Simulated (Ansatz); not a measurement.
# CH₆O₂Si₂: one species, many methods

One table from this session's results is given with a row withheld; the runs are named, their logs left out.

The runs use Ansatz 0.2.0, Gaussian basis; functionals in def2-TZVPP, the program's frozen cores in correlated methods.

The runs, in order: LDA (SPW92), PBE-D4, revPBE-D4, BLYP-D4, r2SCAN-D4, B97M-V, PBE0-D4, B3LYP-D4, r2SCANh-D4, r2SCAN0-D4, HSE06-D4, BHLYP-D4, CAM-B3LYP-D4, LC-ωPBE, ωB97X-V, ωB97M-V, B2PLYP, PBE-QIDH; CCSD(T)/def2-SVP; CCSD(T)/def2-TZVPP; MP2/def2-QZVPP; extrapolation to the limit; RPA on PBE.

### The geometry

An earlier PBE0-D4 in a triple-zeta def2 set relaxation fixed the geometry.

SMILES `O=CO[SiH2][SiH3]`, 11 atoms, charge 0, spin multiplicity 1.

Atoms are counted from 1 here; the program's logs count them from 0.

Bond lengths: O1–C2 1.201 Å, C2–O3 1.324 Å, C2–H6 1.099 Å, O3–Si4 1.712 Å, Si4–Si5 2.341 Å, Si4–H7 1.483 Å, Si4–H8 1.484 Å, Si5–H9 1.482 Å, Si5–H10 1.487 Å, Si5–H11 1.490 Å. Angles: O1–C2–O3 124.3°, O1–C2–H6 124.0°, O3–C2–H6 111.7°, C2–O3–Si4 117.4°, O3–Si4–Si5 111.7°, O3–Si4–H7 101.7°, O3–Si4–H8 107.9°, Si5–Si4–H7 113.1°, Si5–Si4–H8 112.5°, H7–Si4–H8 109.3°, Si4–Si5–H9 111.1°, Si4–Si5–H10 109.1°, Si4–Si5–H11 108.9°, H9–Si5–H10 110.3°, H9–Si5–H11 109.0°, H10–Si5–H11 108.4°.

The first run:

in.yaml

```yaml
crystal:
  periodic: [false, false, false]
  atoms:
    - {symbol: O, position_ang: [-1.716602, 0.966995, 0.194612]}
    - {symbol: C, position_ang: [-1.174624, 1.463023, -0.755274]}
    - {symbol: O, position_ang: [-0.180329, 0.900481, -1.424687]}
    - {symbol: Si, position_ang: [0.350524, -0.639354, -0.898757]}
    - {symbol: Si, position_ang: [0.747662, -0.675354, 1.407719]}
    - {symbol: H, position_ang: [-1.442866, 2.443548, -1.173223]}
    - {symbol: H, position_ang: [1.580850, -0.825305, -1.705024]}
    - {symbol: H, position_ang: [-0.664233, -1.639653, -1.315023]}
    - {symbol: H, position_ang: [-0.443696, -1.157096, 2.146664]}
    - {symbol: H, position_ang: [1.115732, 0.692661, 1.858669]}
    - {symbol: H, position_ang: [1.892980, -1.586947, 1.684824]}
basis:
  gaussian: {orbitals: def2-TZVPP}
hamiltonian: {xc: lda}
output: {orbitals: {seedname: orbitals}}
```

Among the steps run: LDA; PBE-D4 (GGA); revPBE-D4 (GGA); BLYP-D4 (GGA); r2SCAN-D4 (meta-GGA); B97M-V (meta-GGA); PBE0-D4 (hybrid); B3LYP-D4 (hybrid); r2SCANh-D4 (hybrid); r2SCAN0-D4 (hybrid); HSE06-D4 (hybrid); BHLYP-D4 (hybrid); CAM-B3LYP-D4 (range-separated); LC-ωPBE (range-separated); ωB97X-V (range-separated); ωB97M-V (range-separated); B2PLYP (double hybrid); PBE-QIDH (double hybrid).

One table of the session follows, with a row left open; its other results are not shown here.

It belongs to the step «Frontier levels by functional». 

| functional | HOMO (eV) | gap (eV) |
| --- | --- | --- |
| LDA (SPW92) | -7.08 | 5.16 |
| PBE-D4 | -6.93 | 5.28 |
| revPBE-D4 | -6.87 | 5.32 |
| BLYP-D4 | -6.84 | 5.30 |
| r2SCAN-D4 | -7.25 | 5.86 |
| B97M-V | ? | ? |
| PBE0-D4 | -8.29 | 7.69 |
| B3LYP-D4 | -8.09 | 7.26 |
| r2SCANh-D4 | -7.77 | 6.78 |
| r2SCAN0-D4 | -8.48 | 8.03 |
| HSE06-D4 | -7.89 | 6.91 |
| BHLYP-D4 | -9.42 | 9.81 |
| CAM-B3LYP-D4 | -9.61 | 10.12 |
| LC-ωPBE | -10.91 | 12.54 |
| ωB97X-V | -10.59 | 12.11 |
| ωB97M-V | -10.36 | 11.60 |

Estimate the missing values for B97M-V.

The run gave: HOMO (eV): -7.41; gap (eV): 6.00. In the column «HOMO (eV)» it lies between r2SCANh-D4 (-7.77) and r2SCAN-D4 (-7.25).
